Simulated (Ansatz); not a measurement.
# AlFH6N2: the cost of one run

Method: RKS PBE0-D4/def2-SVP, in Ansatz 0.2.0.

**1. The system as given**

Bond lengths: Al1–F2 2.109 Å, Al1–N3 1.769 Å, Al1–N4 1.769 Å, Al1–H5 1.818 Å, N3–H7 1.011 Å, N3–H8 1.009 Å, N4–H9 1.011 Å, N4–H10 1.012 Å. Angles: F2–Al1–N3 110.9°, F2–Al1–N4 109.1°, F2–Al1–H5 34.9°, N3–Al1–N4 134.0°, N3–Al1–H5 112.7°, N4–Al1–H5 113.0°, Al1–N3–H7 123.3°, Al1–N3–H8 128.1°, H7–N3–H8 108.6°, Al1–N4–H9 127.7°, Al1–N4–H10 123.3°, H9–N4–H10 108.9°.

As a file:

```xyz
10

Al   -0.0272   -0.0138   -0.0288
F     0.7179   -1.6854    1.0185
N     0.7883    0.1705   -1.5873
N    -1.6518    0.3621    0.5607
H     1.0951   -0.5688    1.2889
H     1.3040    0.3819    1.4136
H     1.5400   -0.4313   -1.8945
H     0.6247    0.8683   -2.2970
H    -2.3317    0.9855    0.1457
H    -2.0593   -0.0690    1.3801
```

**2. Pulling towards end A**

Springs on the bonds that form and break draw the guess towards this end; the thresholds are loose.

The input, input.yaml:

```yaml
crystal:
  periodic: [false, false, false]
  atoms:
    - { symbol: Al, position_ang: [-0.0272, -0.0138, -0.0288] }
    - { symbol: F, position_ang: [0.7179, -1.6854, 1.0185] }
    - { symbol: "N", position_ang: [0.7883, 0.1705, -1.5873] }
    - { symbol: "N", position_ang: [-1.6518, 0.3621, 0.5607] }
    - { symbol: H, position_ang: [1.0951, -0.5688, 1.2889] }
    - { symbol: H, position_ang: [1.304, 0.3819, 1.4136] }
    - { symbol: H, position_ang: [1.54, -0.4313, -1.8945] }
    - { symbol: H, position_ang: [0.6247, 0.8683, -2.297] }
    - { symbol: H, position_ang: [-2.3317, 0.9855, 0.1457] }
    - { symbol: H, position_ang: [-2.0593, -0.069, 1.3801] }
basis:
  gaussian: { orbitals: def2-SVP }
hamiltonian:
  xc: pbe0
  dispersion: d4
relax:
  f_tol: 0.15
  max_steps: 25
  restrain:
    - { distance: [0, 5], at: 2.82, k: 30.0 }
    - { distance: [4, 1], at: 2.18, k: 30.0 }
    - { distance: [0, 1], at: 1.78, k: 30.0 }
    - { distance: [4, 5], at: 0.62, k: 30.0 }
```

On the command line:

```bash
$ ansatz run input.yaml --threads 2 --pin off --max-ram 3072MiB --backend cpu --events-out ev --progress --plain --runs-dir out
```

Q: Estimate wall time and peak memory on 2 threads of Intel Xeon 6975P-C (Granite Rapids), shared host.

About 19 s, with a peak of 0.19 GiB.
